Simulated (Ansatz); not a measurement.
# CH₄ClSSi radical: basis-set convergence

The task here is to estimate one member of a computed series from the others.

Method: one geometry, several basis sets; program: Ansatz 0.2.0, Gaussian basis.

Plan: PBE0-D4/def2-SVP; ωB97M-V/def2-SVP; PBE0-D4/def2-QZVPP; ωB97M-V/def2-QZVPP; the functionals' def2-TZVPP values are taken from earlier runs.

### Structure used throughout

All runs share one geometry, relaxed beforehand with PBE0-D4 in a triple-zeta def2 set.

SMILES `C[SiH]([S])Cl`, 8 atoms, charge 0, spin multiplicity 2.

Atoms are counted from 1 here; the program's logs count them from 0.

Bond lengths: C1–Si2 1.859 Å, C1–H5 1.092 Å, C1–H6 1.092 Å, C1–H7 1.092 Å, Si2–S3 2.113 Å, Si2–Cl4 2.061 Å, Si2–H8 1.484 Å. Angles: Si2–C1–H5 109.3°, Si2–C1–H6 110.3°, Si2–C1–H7 110.6°, H5–C1–H6 109.3°, H5–C1–H7 108.4°, H6–C1–H7 108.9°, C1–Si2–S3 109.8°, C1–Si2–Cl4 108.4°, C1–Si2–H8 113.5°, S3–Si2–Cl4 113.1°, S3–Si2–H8 105.6°, Cl4–Si2–H8 106.5°.

The first run:

in.yaml reads:

```yaml
crystal:
  periodic: [false, false, false]
  atoms:
    - {symbol: C, position_ang: [-0.162273, 1.003634, -0.149729]}
    - {symbol: Si, position_ang: [0.068243, -0.811344, 0.179403]}
    - {symbol: S, position_ang: [2.014713, -1.164071, 0.922109]}
    - {symbol: Cl, position_ang: [-0.334139, -1.843151, -1.558218]}
    - {symbol: H, position_ang: [-1.167060, 1.175127, -0.542713]}
    - {symbol: H, position_ang: [-0.033360, 1.575078, 0.771305]}
    - {symbol: H, position_ang: [0.560797, 1.354618, -0.888366]}
    - {symbol: H, position_ang: [-0.854723, -1.347091, 1.210410]}
basis:
  gaussian: {orbitals: def2-SVP}
magnetization: {spin_polarized: true, initial_magnetization: 1}
hamiltonian: {xc: pbe0, dispersion: d4}
output: {orbitals: {seedname: orbitals}}
```

Command:

```
> ansatz run in.yaml --threads 4 --pin off --events-out ev --progress --plain --max-ram 10444MiB
```

Steps of the session up to this table: PBE0-D4 in def2-SVP; ωB97M-V in def2-SVP; PBE0-D4 in def2-QZVPP; ωB97M-V in def2-QZVPP.

One table of the session follows, with a row left open; its other results are not shown here.

It belongs to the step «Density functionals: the series». 

```
functional       basis  HOMO (eV)  LUMO (eV)
   PBE0-D4    def2-SVP      -7.45      -4.67
   PBE0-D4  def2-TZVPP          ?          ?
   PBE0-D4  def2-QZVPP      -7.63      -4.76
   ωB97M-V    def2-SVP      -9.62      -2.58
   ωB97M-V  def2-TZVPP      -9.79      -2.76
   ωB97M-V  def2-QZVPP      -9.84      -2.81
```

Estimate the missing values for PBE0-D4, def2-TZVPP.

The run gave: HOMO (eV): -7.59; LUMO (eV): -4.73. In the column «HOMO (eV)» it lies between PBE0-D4, def2-QZVPP (-7.63) and PBE0-D4, def2-SVP (-7.45).
